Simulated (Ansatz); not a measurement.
# B4Bi2: the cost of one run

Method: the levels named in each step, in Ansatz 0.2.0.

## 1. The structure to begin with

Bond lengths: Bi1–B2 2.207 Å, Bi1–B3 2.382 Å, B2–B3 1.612 Å, Bi1–B4 1.941 Å, B2–B4 1.751 Å, B3–B4 1.597 Å, Bi1–Bi5 2.809 Å, B2–Bi5 1.941 Å, B4–Bi5 2.207 Å, B2–B6 1.597 Å, B3–B6 1.687 Å, B4–B6 1.612 Å, Bi5–B6 2.382 Å. Angles (14 of 44 angles, heavy atoms first): Bi1–B2–B3 75.4°, Bi1–B2–B4 57.4°, Bi1–B2–Bi5 85.0°, Bi1–B2–B6 114.2°, B3–B2–B4 56.5°, B3–B2–Bi5 129.0°, B3–B2–B6 63.4°, B4–B2–Bi5 73.2°, B4–B2–B6 57.4°, Bi5–B2–B6 84.1°, B2–Bi1–B3 40.9°, B2–Bi1–B4 49.4°, B2–Bi1–Bi5 43.5°, B3–Bi1–B4 41.8°.

Structure file:

```xyz
6

Bi    0.0743    1.4126    0.0127
B    -1.0878   -0.2743    0.8341
B    -2.1892    0.6816    0.1464
B    -1.0868    0.1314   -0.8693
Bi    0.2588   -1.3907   -0.0073
B    -2.0754   -0.9617   -0.2154
```

## 2. A rough first relaxation, PBE-D4/def2-SVPD

The input, input.yaml:

```yaml
crystal:
  periodic: [false, false, false]
  atoms:
    - { symbol: Bi, position_ang: [0.07432, 1.41259, 0.01269] }
    - { symbol: B, position_ang: [-1.08778, -0.27429, 0.83412] }
    - { symbol: B, position_ang: [-2.18923, 0.68159, 0.14635] }
    - { symbol: B, position_ang: [-1.08684, 0.13143, -0.86934] }
    - { symbol: Bi, position_ang: [0.2588, -1.39071, -0.00729] }
    - { symbol: B, position_ang: [-2.07541, -0.96175, -0.21542] }
magnetization:
  spin_polarized: true
  initial_magnetization: 1
total_charge: -1
basis:
  gaussian: { orbitals: def2-SVPD }
hamiltonian:
  xc: pbe
  dispersion: d4
relax:
  f_tol: 0.03
  max_steps: 200
```

Launch:

```bash
ansatz run input.yaml --threads 4 --pin off --max-ram 10240MiB --backend cpu --events-out ev --progress --plain --runs-dir out
```

Q: Estimate wall time and peak memory on 4 threads of Arm Neoverse V2, shared host.

About 82 s, with a peak of 0.47 GiB.
